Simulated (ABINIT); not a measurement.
# GdO (Pm-3m) in ABINIT: notebook, part 2 of 2

ABINIT 10.8.3 (patched build).

## Step 3: Hubbard U by linear response, LDA+U, collinear spin, ferromagnetic start

Input file run.abi:

```
ndtset 3

pp_dirpath "./"
pseudos "Gd.LDA_PW-JTH.xml, O.LDA_PW-JTH.xml"

structure "poscar:POSCAR"
natom 2

ecut 19.0
pawecutdg 38.0

kptopt 2
ngkpt 4 4 4
nshiftk 1
shiftk 0.0 0.0 0.0

ixc 7

nband 21
occopt 3
tsmear 0.00183747

nsppol 2
spinat
     0.0000000000     0.0000000000     7.0000000000
     0.0000000000     0.0000000000     0.0000000000
nsym 1

usepawu 1
lpawu 3 -1
upawu 0.0 0.0 eV
jpawu 0.0 0.0 eV
dmatpuopt 2

nstep 120
tolvrs 1.0e-9

prteig 0
prtebands 0
prtden 0
prtwf 0

irdwfk 1
macro_uj 1
pawujat 1
pawujv1 -0.1 eV
pawujv2 0.05 eV
pawujv3 0.1 eV
```

Input file POSCAR:

```
GdO
1.0
    2.8018137600      0.0000000000      0.0000000000
    0.0000000000      2.8018137600      0.0000000000
    0.0000000000      0.0000000000      2.8018137600
Gd O
1 1
Direct
    0.0000000000      0.0000000000      0.0000000000  Gd
    0.5000000000      0.5000000000      0.5000000000  O
```

Input file gs.abi:

```
pp_dirpath "./"
pseudos "Gd.LDA_PW-JTH.xml, O.LDA_PW-JTH.xml"

structure "poscar:POSCAR"
natom 2

ecut 19.0
pawecutdg 38.0

kptopt 2
ngkpt 4 4 4
nshiftk 1
shiftk 0.0 0.0 0.0

ixc 7

nband 21
occopt 3
tsmear 0.00183747

nsppol 2
spinat
     0.0000000000     0.0000000000     7.0000000000
     0.0000000000     0.0000000000     0.0000000000
nsym 1

usepawu 1
lpawu 3 -1
upawu 0.0 0.0 eV
jpawu 0.0 0.0 eV
dmatpuopt 2

nstep 120
tolvrs 1.0e-9

prteig 0
prtebands 0
prtden 0
```

Potentials or basis: JTH PAW LDA v2.0.

On the command line:

```
$ abinit gs.abi > log 2>&1
$ ln -s gso_WFK runi_DS1_WFK
$ ln -s gso_WFK runi_DS2_WFK
$ ln -s gso_WFK runi_DS3_WFK
$ abinit run.abi > log 2>&1
$ lruj runo_DS1_LRUJ.nc runo_DS2_LRUJ.nc runo_DS3_LRUJ.nc > lruj.log 2>&1
```

run.abo:

```text
.Version 10.8.3 of ABINIT
 DATASET    1 : space group P1 (#  1); Bravais aP (primitive triclinic)
================================================================================
 Values of the parameters that define the memory need for DATASET  1.
     intxc =       0    ionmov =       0      iscf =      17    lmnmax =      32
     lnmax =       8     mgfft =      24  mpssoang =       4    mqgrid =    3001
     natom =       2  nloc_mem =       2    nspden =       2   nspinor =       1
    nsppol =       2      nsym =       1    n1xccc =       1    ntypat =       2
    occopt =       3   xclevel =       1
       mpw =         592          nfft =       13824          nkpt =          36
 PAW method is used; the additional fine FFT grid is defined by:
   mgfftf=        30    nfftf =     27000
================================================================================
================================================================================
[... 15 lines left out ...]
 DATASET    3 : space group P1 (#  1); Bravais aP (primitive triclinic)
================================================================================
 Values of the parameters that define the memory need for DATASET  3.
     intxc =       0    ionmov =       0      iscf =      17    lmnmax =      32
     lnmax =       8     mgfft =      24  mpssoang =       4    mqgrid =    3001
     natom =       2  nloc_mem =       2    nspden =       2   nspinor =       1
    nsppol =       2      nsym =       1    n1xccc =       1    ntypat =       2
    occopt =       3   xclevel =       1
       mpw =         592          nfft =       13824          nkpt =          36
 PAW method is used; the additional fine FFT grid is defined by:
   mgfftf=        30    nfftf =     27000
================================================================================
================================================================================

--------------------------------------------------------------------------------
------------- Echo of variables that govern the present computation ------------
--------------------------------------------------------------------------------
 -outvars: echo values of preprocessed input variables --------
            acell      1.0000000000E+00  1.0000000000E+00  1.0000000000E+00 Bohr
              amu      1.57250000E+02  1.59994000E+01
         atvshift1      -0.00367   -0.00367   -0.00367   -0.00367   -0.00367
                        -0.00367   -0.00367   -0.00367   -0.00367   -0.00367
                        -0.00367   -0.00367   -0.00367   -0.00367    0.00000
                         0.00000    0.00000    0.00000    0.00000    0.00000
                         0.00000    0.00000    0.00000    0.00000    0.00000
                         0.00000    0.00000    0.00000
[... 116 lines left out ...]

- pspini: atom type   2  psp file is ./O.LDA_PW-JTH.xml
 Pseudopotential format is: paw10
 basis_size (lnmax)=  4 (lmn_size=  8), orbitals=   0   0   1   1
 Spheres core radius: rc_sph= 1.41465230
 Shapefunction is SIN type: shapef(r)=[sin(pi*r/rshp)/(pi*r/rshp)]**2
 Radius for shape functions =  1.20231231
 Compensation charge density is not taken into account in XC energy/potential

   2.08061941E+03                                ecore*ucvol(ha*bohr**3)
--------------------------------------------------------------------------------

-inwffil : will read wavefunctions from disk file runi_DS1_WFK

 ******************************************
 DFT+U Method used: FLL
 ******************************************
[... 792 lines left out ...]
-Cartesian components of stress tensor (GPa)         [Pressure=  3.6791E+01 GPa]
- sigma(1 1)= -3.67909527E+01  sigma(3 2)= -5.70289213E-07
- sigma(2 2)= -3.67909633E+01  sigma(3 1)=  3.90462182E-06
- sigma(3 3)= -3.67909597E+01  sigma(2 1)=  5.46549682E-07

== END DATASET(S) ==============================================================
================================================================================

 -outvars: echo values of variables after computation  --------
            acell      1.0000000000E+00  1.0000000000E+00  1.0000000000E+00 Bohr
           etotal1    -1.2910861472E+02
           etotal2    -1.2906916007E+02
           etotal3    -1.2905602433E+02
            fcart1    -7.3674044301E-11 -4.1846883024E-10  9.3067203396E-10
                       7.3674044301E-11  4.1846883024E-10 -9.3067203396E-10
            fcart2     2.3798942843E-09 -7.3474500075E-10 -1.0244602529E-09
                      -2.3798942843E-09  7.3474500075E-10  1.0244602529E-09
            fcart3     2.9729155565E-10 -4.7947294064E-10  8.5690279267E-10
                      -2.9729155565E-10  4.7947294064E-10 -8.5690279267E-10
            rprim      5.2946606622E+00  0.0000000000E+00  0.0000000000E+00
                       0.0000000000E+00  5.2946606622E+00  0.0000000000E+00
                       0.0000000000E+00  0.0000000000E+00  5.2946606622E+00
           strten1    -1.2367108494E-03 -1.2367106736E-03 -1.2367107598E-03
                      -6.4815677462E-11 -8.3966841639E-11 -5.4851723068E-11
           strten2    -1.2471809637E-03 -1.2471813510E-03 -1.2471811451E-03
                       3.3258363477E-11  9.5605114413E-11 -1.9714498120E-11
           strten3    -1.2504990636E-03 -1.2504994268E-03 -1.2504993046E-03
                      -1.9383736359E-11  1.3271539818E-10  1.8576846107E-11
           xangst      0.0000000000E+00  0.0000000000E+00  0.0000000000E+00
                       1.4009068800E+00  1.4009068800E+00  1.4009068800E+00
             xred      0.0000000000E+00  0.0000000000E+00  0.0000000000E+00
                       5.0000000000E-01  5.0000000000E-01  5.0000000000E-01
 Calculation completed.
```

gs.abo:

```text
.Version 10.8.3 of ABINIT
 Symmetries : space group P1 (#  1); Bravais aP (primitive triclinic)
================================================================================
 Values of the parameters that define the memory need of the present run
     intxc =       0    ionmov =       0      iscf =      17    lmnmax =      32
[... 353 lines left out ...]
           strten     -1.2437685477E-03 -1.2437524352E-03 -1.2437609252E-03
                      -9.5258939752E-11  1.5033327087E-09 -7.8207401948E-10
           xangst      0.0000000000E+00  0.0000000000E+00  0.0000000000E+00
                       1.4009068800E+00  1.4009068800E+00  1.4009068800E+00
             xred      0.0000000000E+00  0.0000000000E+00  0.0000000000E+00
                       5.0000000000E-01  5.0000000000E-01  5.0000000000E-01
 Calculation completed.
```

Wall time 2.2 min (1 thread of Arm Neoverse V2, shared host); peak memory 0.11 GiB.

Results:

```yaml
Free_energy: -3512.5084 eV
Pressure: 36.6 GPa
Band_gap_on_the_k_mesh: none (metal or under the smearing width)
Net_moment: 7.18 μB per cell
Site_moments: Gd +7.02; O +0.01 μB
Hubbard_U_from_linear_response: 5.39 eV
```

Eigenvalues of the final occupation matrices:
```csv
site,spin,trace,eigenvalues
atom 1,1,6.92,0.98 0.98 0.98 0.99 0.99 0.99 1.00
atom 1,2,0.24,0.03 0.03 0.03 0.03 0.04 0.04 0.04
```

Caveat: the k mesh is coarse (spacing up to 0.56 Å⁻¹), so the values aren't converged; the shifted atom has its images in every cell, so this scalar value isn't converged in cell size and belongs to these projectors alone; a pressure of tens of GPa on the cell as given is suspect, and the run, the potentials or the cell itself is likely at fault; spin-orbit coupling is left out, which moves the levels of the heavy elements; a cell with one magnetic atom can't hold antiferromagnetic order, which such compounds often take. The state reached can hang on the start; a lower one may exist.
